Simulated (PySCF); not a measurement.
# B2H8N2O: the cost of one run

Programs: PySCF 2.14.0, with density-fitted response routines of our own. Each step states its level of theory. These are calculated values for one molecule in the gas phase, unless marked as measured. Atoms are numbered from 0 throughout.

## (1) The molecule as given

13 atoms, charge 0, multiplicity 1; geometry from: PBE0-D3(BJ)/def2-SVP.

Bonds of the start (Å): O0–B1 1.42, B1–N2 1.61, N2–B3 1.59, B3–N4 1.59, N4–B1 1.61, O0–H5 0.96, B1–H6 1.23, N2–H7 1.02, N2–H8 1.02, B3–H9 1.22, B3–H10 1.22, N4–H11 1.02, N4–H12 1.02.

## (2) Core holes by ΔSCF: SCAN, X2C

What the job is given:

```
{"job": {"kind": "xps"}, "charge": 0, "multiplicity": 1}
O      1.778187    -0.262634    -0.868296
B      0.808675    -0.346169     0.159737
N      0.128968     1.082485     0.430303
B     -1.278541     0.427054     0.068584
N     -0.587394    -0.934966    -0.386970
H      2.588592    -0.717895    -0.636310
H      1.130387    -0.889900     1.209763
H      0.460488     1.781518    -0.231997
H      0.233179     1.452140     1.370410
H     -1.843631     0.999180    -0.847213
H     -1.958303     0.264212     1.066070
H     -0.918686    -1.786596     0.055829
H     -0.555867    -1.082281    -1.394132
```

Level: delta-SCF UKS SCAN, pcX-2 on the ionised atom, pcseg-1 elsewhere, spin-free X2C.

Launch:

```sh
> OMP_NUM_THREADS=1 python probes_run.py task.json out
```

One launch serves the whole session: the jobs run in the order shown.

Q: Estimate the wall time and peak memory of this first job on 1 thread of Arm Neoverse V2, shared host.

About 25 s, with a peak of 0.48 GiB.
